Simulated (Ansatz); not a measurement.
# C2H5NSi: the cost of one run

Computed with Ansatz 0.2.0, Gaussian basis. Level: the settings change from run to run.

## 1. The molecule

An earlier PBE0-D4 in a triple-zeta def2 set relaxation fixed the geometry.

SMILES `N=C1C[SiH2]1`, 9 atoms, charge 0, spin multiplicity 1.

Atoms are counted from 1 here; the program's logs count them from 0.

Bond lengths: N1–C2 1.256 Å, N1–H5 1.026 Å, C2–C3 1.510 Å, C2–Si4 1.837 Å, C3–Si4 1.883 Å, C3–H6 1.090 Å, C3–H7 1.089 Å, Si4–H8 1.479 Å, Si4–H9 1.479 Å. Angles: C2–N1–H5 110.6°, N1–C2–C3 139.8°, N1–C2–Si4 152.5°, C3–C2–Si4 67.7°, C2–C3–Si4 64.5°, C2–C3–H6 116.2°, C2–C3–H7 116.2°, Si4–C3–H6 119.5°, Si4–C3–H7 119.6°, H6–C3–H7 112.7°, C2–Si4–C3 47.9°, C2–Si4–H8 120.6°, C2–Si4–H9 120.6°, C3–Si4–H8 118.6°, C3–Si4–H9 118.6°, H8–Si4–H9 114.4°.

## 2. CAM-B3LYP/aug-pcseg-2

Options: D3(BJ) with three-body dispersion, relativity set to none.

Input file in.yaml:

```yaml
crystal:
  periodic: [false, false, false]
  atoms:
    - {symbol: N, position_ang: [-1.184780, 0.954146, -1.318477]}
    - {symbol: C, position_ang: [-0.516842, 0.311277, -0.470553]}
    - {symbol: C, position_ang: [0.903377, 0.191636, 0.028944]}
    - {symbol: Si, position_ang: [-0.350887, -0.932973, 0.870636]}
    - {symbol: H, position_ang: [-0.582148, 1.603260, -1.837111]}
    - {symbol: H, position_ang: [1.297740, 1.052418, 0.567968]}
    - {symbol: H, position_ang: [1.624770, -0.234175, -0.667627]}
    - {symbol: H, position_ang: [-0.328560, -2.378695, 0.557437]}
    - {symbol: H, position_ang: [-0.774168, -0.613194, 2.251684]}
basis:
  gaussian: {orbitals: aug-pcseg-2}
hamiltonian: {xc: {name: CAM-B3LYP}, dispersion: d3bjatm, pseudopotentials: {relativity: none}}
output: {forces: true}
```

Command:

```sh
$ ansatz run in.yaml --threads 2 --pin off --events-out ev --progress --plain --max-ram 4352MiB
```

**Question.** How long does this run take on 2 threads of Arm Neoverse V1, shared host, and how much memory does it need?

About 13 s, with a peak of 1.2 GiB.
